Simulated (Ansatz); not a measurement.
# TaSb (rocksalt type): the cost of one run

Method: DFT LDA, with the methods named in each step, in Ansatz 0.2.0.

### 1 Starting point

Symmetry: Fm-3m, No. 225, cubic system. The conventional cell has a = 5.542 Å, b = 5.542 Å, c = 5.542 Å, α = 90.00°, β = 90.00°, γ = 90.00°. Ta (site symmetry m-3m) has 6 Sb at 2.77 Å as nearest neighbours. Sb (site symmetry m-3m) has 6 Ta at 2.77 Å as nearest neighbours.

Coordinates:

```xyz
2
Lattice="0.0000 2.7708 2.7708 2.7708 0.0000 2.7708 2.7708 2.7708 0.0000" Properties=species:S:1:pos:R:3 pbc="T T T"
Ta    0.0000    0.0000    0.0000
Sb    2.7708    2.7708    2.7708
```

Whether this phase is the stable one at these pressures isn't tested.

Atoms are numbered in the order of the input: Ta1, Sb2.

### 2 The reference volume, LAPW

Input file input.yaml:

```yaml
crystal:
  lattice:
    - [0.0, 2.7707539624, 2.7707539624]
    - [2.7707539624, 0.0, 2.7707539624]
    - [2.7707539624, 2.7707539624, 0.0]
  atoms:
    - { symbol: Ta, position: [0.0, 0.0, 0.0] }
    - { symbol: Sb, position: [0.5, 0.5, 0.5] }
kpoints:
  mp_grid: { grid: [13, 13, 13] }
  band_path:
    path:
      - [0.0, 0.0, 0.0]
      - [0.5, 0.0, 0.5]
      - [0.625, 0.25, 0.625]
      - [0.375, 0.375, 0.75]
      - [0.0, 0.0, 0.0]
      - [0.5, 0.5, 0.5]
      - [0.5, 0.25, 0.75]
      - [0.5, 0.0, 0.5]
    npoints: 14
scf:
  occupations: { method: fermi_dirac, width: 0.05 }
hamiltonian:
  xc: lda
  pseudopotentials: { kind: all_electron, lapw: { basis_error: 0.001 } }
output:
  forces: true
  stress: true
  eigenvalues: true
  populations: true
  dos: { projected: true, de: 0.2, e_range: [-14, 8] }
```

The run is started by

```
ansatz run input.yaml --threads 1 --pin off --max-ram 2048MiB --backend cpu --events-out ev --progress --plain --runs-dir out
```

**Question.** How long does this run take on 1 thread of Arm Neoverse V1, shared host, and how much memory does it need?

About 52 s, with a peak of 0.53 GiB.
